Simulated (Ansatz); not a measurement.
# Ge₂H₃ (doublet): from Hartree-Fock to the top rungs at distance Ge1–H3 = 2.141 Å, cc-pVDZ

One table from this session's results is given with a row withheld; the runs are named, their logs left out.

Program: Ansatz 0.2.0, Gaussian basis. Level of theory: cc-pVDZ, core rule «outside noble gas», up to 28 orbitals frozen. These are calculated values, not measurements.

The runs, in order: UHF; CCSD(T) on ROHF; CCSD(T) on UHF; BCCD(T) on ROHF; CISD; CCSDT(Q) on ROHF; CCSDT(Q) on UHF; CASSCF and MRCISD+Q, 3 electrons in 3 orbitals; CASSCF and NEVPT2, 3 electrons in 3 orbitals.

25 further runs of the same task are left out: 1 for a known fault of the program, 1 for a mislabelled method, 15 that didn't finish, 8 set aside as unsound or not needed.

## The system

The geometry derives from a PBE0/def2-TZVP stationary point (not a proven minimum). One bond is set to the value named and the two fragments are kept rigid. No spin-orbit coupling is included. The filled d shell of Ge may be among the frozen orbitals whatever the setting's name suggests; the logs give the count.

5 atoms, charge 0, spin multiplicity 2.

Atoms are counted from 1 here; the program's logs count them from 0.

Bond lengths: Ge1–Ge2 2.405 Å, Ge1–H4 1.548 Å, Ge2–H5 1.595 Å. Angles: Ge2–Ge1–H4 123.8°, Ge1–Ge2–H5 87.5°.

Set-up of the first run:

File in.yaml:

```yaml
crystal:
  periodic: [false, false, false]
  atoms:
    - {symbol: Ge, position_ang: [0.000000, 0.010045, 1.178711]}
    - {symbol: Ge, position_ang: [0.000000, -0.037478, -1.225890]}
    - {symbol: H, position_ang: [0.000000, 1.678050, 2.520963]}
    - {symbol: H, position_ang: [0.000000, -1.258381, 2.066087]}
    - {symbol: H, position_ang: [0.000000, 1.557384, -1.186989]}
basis:
  gaussian: {orbitals: cc-pVDZ}
magnetization: {spin_polarized: true, initial_magnetization: 1}
hamiltonian: {xc: hf}
output: {orbitals: {seedname: orbitals}}
```

Launch:

```bash
> ansatz run in.yaml --threads 1 --pin off --events-out ev --progress --plain --max-ram 2393MiB
```

Steps of the session up to this table: UHF; CCSD(T) on ROHF; CCSD(T) on UHF; BCCD(T) on ROHF; CISD; CCSDT(Q) on ROHF; CCSDT(Q) on UHF; CASSCF and MRCISD+Q, 3 electrons in 3 orbitals; CASSCF and NEVPT2, 3 electrons in 3 orbitals.

One table of the session follows, with a row left open; its other results are not shown here.

It belongs to the step «Misses and costs». 

| method | from UCCSDT(Q) (kcal/mol) |
| --- | --- |
| ROHF | +140.09 |
| UHF | +137.58 |
| RMP2 | +33.51 |
| UMP2 | +36.34 |
| CISD | +19.58 |
| RCCSD | +6.47 |
| UCCSD | ? |
| RCCSD(T) | +1.48 |
| UCCSD(T) | +1.60 |
| BCCD(T) | +1.44 |
| RCCSDT | +0.35 |
| UCCSDT | +0.34 |
| RCCSDT(Q) | +0.03 |
| UCCSDT(Q) | 0 |
| CASSCF pair | +121.83 |
| NEVPT2 pair | +29.09 |
| MRCISD pair | +14.57 |
| MRCISD+Q pair | +1.50 |

**Question.** Estimate the row for UCCSD.

As computed: from UCCSDT(Q) (kcal/mol): +6.53. In the column «from UCCSDT(Q) (kcal/mol)» it lies between RCCSD (+6.47) and MRCISD pair (+14.57).

To keep in mind: Restricted and unrestricted rows rest on different reference determinants; where their highest levels disagree by more than a few hundredths of an eV, they describe different states and don't form one ladder.
